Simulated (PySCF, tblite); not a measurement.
# C₆H₅O₂S radical: geometry, infrared bands and EPR parameters

Aim: predict the infrared bands and EPR parameters of C₆H₅O₂S radical (`[CH2]Sc1ccc(=O)oc1`).

The runs use tblite 0.8.0 and PySCF 2.14.0, with density-fitted response routines of our own; the level of theory stands in each step. All values are computed, except where a source is named. Atoms count from 0, in the outputs and in this text.

## Step 1: The starting structure

14 atoms, charge 0, multiplicity 2; geometry from: force field or distance geometry start.

Bonds of the start (Å): C0–S1 1.74, S1–C2 1.72, C2–C3 1.44, C3–C4 1.35, C4–C5 1.47, C5–O6 1.22, C5–O7 1.38, O7–C8 1.41, C8–C2 1.34, C0–H9 1.09, C0–H10 1.07, C3–H11 1.09, C4–H12 1.08, C8–H13 1.08.

## Step 2: Relaxing the molecule with GFN2-xTB

Job settings and geometry (Å):

```
{"job": {"kind": "relax", "xc": "GFN2-xTB", "basis": "xTB"}, "charge": 0, "multiplicity": 2}
C      2.835200    -0.101800     0.188100
S      1.946200     0.455000    -1.200300
C      0.368600     0.335300    -0.524600
C     -0.385700    -0.881800    -0.646900
C     -1.626100    -0.978100    -0.134900
C     -2.266700     0.175700     0.523200
O     -3.392600     0.079900     0.981800
O     -1.527000     1.338900     0.605700
C     -0.230300     1.377800     0.063800
H      2.331600    -0.368400     1.122500
H      3.903700    -0.172200     0.129900
H      0.066400    -1.745300    -1.131100
H     -2.220200    -1.879900    -0.197500
H      0.196200     2.364400     0.198100
```

Started as:

```
$ OMP_NUM_THREADS=1 python probes_run.py task.json out
```

The driver reads the jobs from task.json and runs them one after another.

**Question.** This job is followed by: GFN2-xTB harmonic vibrations, gas phase; UKS B3LYP, pcH-1 on C H O S, non-relativistic, mean-field spin-orbit, GIAO. What will the session give for the following? strongest single infrared mode (GFN2-xTB); zero-point energy (GFN2-xTB); g(iso) (B3LYP); ⟨S²⟩; largest a(iso) (averaged by class); surface potential, 1st and 99th percentile.

**Answer**, as computed:

| quantity | value |
| --- | --- |
| strongest single infrared mode (GFN2-xTB) | 1759 cm⁻¹, 852 km/mol |
| zero-point energy (GFN2-xTB) | 57.6 kcal/mol |
| g(iso) (B3LYP) | 2.00493 |
| ⟨S²⟩ | 0.756 (exact 0.75) |
| largest a(iso) (averaged by class) | 13C on C0, 118.9 MHz |
| surface potential, 1st and 99th percentile | -1.82 V and 1.50 V |

**Reading.** Over 105 steps the energy fell by 0.361 eV; of the close pairs, O7–C8 changed most, 1.406 to 1.330 Å. All 36 modes are real, so the xTB geometry is a minimum. The strongest single mode, at 1759 cm⁻¹, moves mainly C5 and O6. Unscaled tight-binding wavenumbers are off by several per cent, some by more. Its intensities can rank the bands wrongly. Most of the unpaired spin sits on C0 (0.82 e). The isotropic g lies 2.6 ppt above the free-electron value.
